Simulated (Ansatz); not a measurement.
# Rb2NbF6: the cost of one run

Method: DFT LDA without U, plane waves, PAW, in Ansatz 0.2.0.

**1. The structure to begin with**

Symmetry: P-3m1, No. 164, trigonal system. The conventional cell has a = 6.071 Å, b = 6.071 Å, c = 4.801 Å, α = 90.00°, β = 90.00°, γ = 120.00°. Rb (site symmetry 3m) is surrounded by 12 F at 2.92 to 3.17 Å. Around Nb (site symmetry -3m) lie 6 F at 1.91 Å. F (site symmetry m) has 1 Nb at 1.91 Å as nearest neighbours.

As a file:

```xyz
9
Lattice="6.0709 0.0000 0.0000 -3.0354 5.2576 0.0000 0.0000 0.0000 4.8006" Properties=species:S:1:pos:R:3 pbc="T T T"
Rb    0.0000    3.5050    3.2116
Rb    3.0354    1.7525    1.5890
Nb    0.0000    0.0000    0.0000
F    -1.6149    4.4374    0.9697
F     0.0000    1.6404    0.9697
F     1.6149    4.4374    0.9697
F     4.6503    0.8202    3.8309
F     1.4206    0.8202    3.8309
F     3.0354    3.6172    3.8309
```

Magnetic order typed: ferromagnetic.

An earlier series on this cell reached its lowest free state from «natural orbitals of the symmetric run, filled by rank», perhaps among other starts.

**2. Random orbitals: single harmonics, second filling**

input.yaml

```yaml
crystal:
  lattice:
    - [6.07089887, 0.0, 0.0]
    - [-3.03544944, 5.25755265, 0.0]
    - [0.0, 0.0, 4.80060035]
  atoms:
    - { symbol: Rb, position: [0.3333333333, 0.6666666667, 0.669] }
    - { symbol: Rb, position: [0.6666666667, 0.3333333333, 0.331] }
    - { symbol: Nb, position: [0.0, 0.0, 0.0], spin: 1.0 }
    - { symbol: F, position: [0.156, 0.844, 0.202] }
    - { symbol: F, position: [0.156, 0.312, 0.202] }
    - { symbol: F, position: [0.688, 0.844, 0.202] }
    - { symbol: F, position: [0.844, 0.156, 0.798] }
    - { symbol: F, position: [0.312, 0.156, 0.798] }
    - { symbol: F, position: [0.844, 0.688, 0.798] }
basis:
  ecutwfc: 420
  ecutrho_ratio: 4
kpoints:
  mp_grid: { grid: [4, 4, 4] }
hamiltonian:
  xc: lda
  hubbard:
    sites:
      - { site: 2, l: d, u_eff: 0.0, starting_ns: [{ spin: up, occupation_matrix: s2up }, { spin: down, occupation_matrix: s2down }] }
    occupation_matrices:
      s2up:
        matrix:
          - [0.02, 0.0, 0.0, 0.0, 0.0]
          - [0.0, 0.97, 0.0, 0.0, 0.0]
          - [0.0, 0.0, 0.02, 0.0, 0.0]
          - [0.0, 0.0, 0.0, 0.02, 0.0]
          - [0.0, 0.0, 0.0, 0.0, 0.02]
      s2down:
        matrix:
          - [0.02, 0.0, 0.0, 0.0, 0.0]
          - [0.0, 0.02, 0.0, 0.0, 0.0]
          - [0.0, 0.0, 0.02, 0.0, 0.0]
          - [0.0, 0.0, 0.0, 0.02, 0.0]
          - [0.0, 0.0, 0.0, 0.0, 0.02]
    ns_hold: { iters: 5 }
scf:
  occupations: { method: gaussian, width: 0.05 }
  lower_state_search: "off"
  max_iter: 150
output:
  forces: true
  stress: true
  eigenvalues: true
  populations: true
  hubbard: { sites: [{ site: 2, l: d }] }
magnetization:
  spin_polarized: true
```

The typed matrices put 0.97 on the chosen orbitals and 0.02 on the others, and are held for 5 cycles.

Started as:

```console
ansatz run input.yaml --threads 4 --pin off --max-ram 6144MiB --backend cpu --events-out ev --progress --plain --runs-dir out
```

**Question.** How long does this run take on 4 threads of Intel Xeon Platinum 8259CL at 2.50GHz (Skylake/Cascade Lake), shared host, and how much memory does it need?

About 14 s, with a peak of 0.8 GiB.
